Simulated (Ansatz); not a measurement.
# SrTlB6: the cost of one run

Method: DFT PBE, scalar-relativistic, plane waves, PAW, in Ansatz 0.2.0.

## (1) The system as given

It takes space group P4/mmm (No. 123, tetragonal). Conventional cell: a = 3.877 Å, b = 3.877 Å, c = 7.632 Å, α = 90.00°, β = 90.00°, γ = 90.00°. Sr (site symmetry 4/mmm) is surrounded by 12 B at 2.72 to 2.74 Å. Around Tl (site symmetry 4/mmm) lie 12 B at 2.72 to 2.74 Å. B (site symmetry 4/mmm) is surrounded by 8 B at 2.72 Å and 4 Tl at 2.74 Å. Around B (site symmetry 4/mmm) lie 8 B at 2.72 Å and 4 Sr at 2.74 Å. B (site symmetry 2mm) is surrounded by 2 Sr at 2.72 Å and 8 B at 2.72 to 2.74 Å and 2 Tl at 2.72 Å.

Structure file:

```
Sr Tl B
1.0
     3.87655    0.00000    0.00000
     0.00000    3.87655    0.00000
     0.00000    0.00000    7.63227
Sr Tl B
1 1 6
Cartesian
  0.0000 0.0000 3.8161
  0.0000 0.0000 0.0000
  1.9383 1.9383 0.0000
  1.9383 1.9383 3.8161
  1.9383 0.0000 1.9113
  1.9383 0.0000 5.7210
  0.0000 1.9383 1.9113
  0.0000 1.9383 5.7210
```

Recipe of the guess: species swapped into a database cell of LaEuPd6 (P4/mmm, No. 123), with Sr on the La sites, Tl on the Eu sites and B on the Pd sites. Its size is a rough estimate.

## (2) Probe: one point on a coarse mesh

File input.yaml:

```yaml
crystal:
  lattice:
    - [3.87655029, 0.0, 0.0]
    - [0.0, 3.87655029, 0.0]
    - [0.0, 0.0, 7.63227051]
  atoms:
    - { symbol: Sr, position: [0.0, 0.0, 0.5] }
    - { symbol: Tl, position: [0.0, 0.0, 0.0] }
    - { symbol: B, position: [0.5, 0.5, 0.0] }
    - { symbol: B, position: [0.5, 0.5, 0.5] }
    - { symbol: B, position: [0.5, 0.0, 0.25041699] }
    - { symbol: B, position: [0.5, 0.0, 0.74958301] }
    - { symbol: B, position: [0.0, 0.5, 0.25041699] }
    - { symbol: B, position: [0.0, 0.5, 0.74958301] }
basis:
  ecutwfc: 420
kpoints:
  mp_grid: { grid: [4, 4, 2] }
hamiltonian:
  xc: pbe
scf:
  occupations: { method: gaussian, width: 0.1 }
  lower_state_search: "off"
output:
  forces: true
  stress: true
  eigenvalues: true
```

Command:

```sh
$ ansatz run input.yaml --threads 1 --pin off --max-ram 2048MiB --backend cpu --events-out ev --progress --plain --runs-dir out
```

What time and memory should one allow on 1 thread of Arm Neoverse V1, shared host?

About 3.1 s, with a peak of 0.35 GiB.
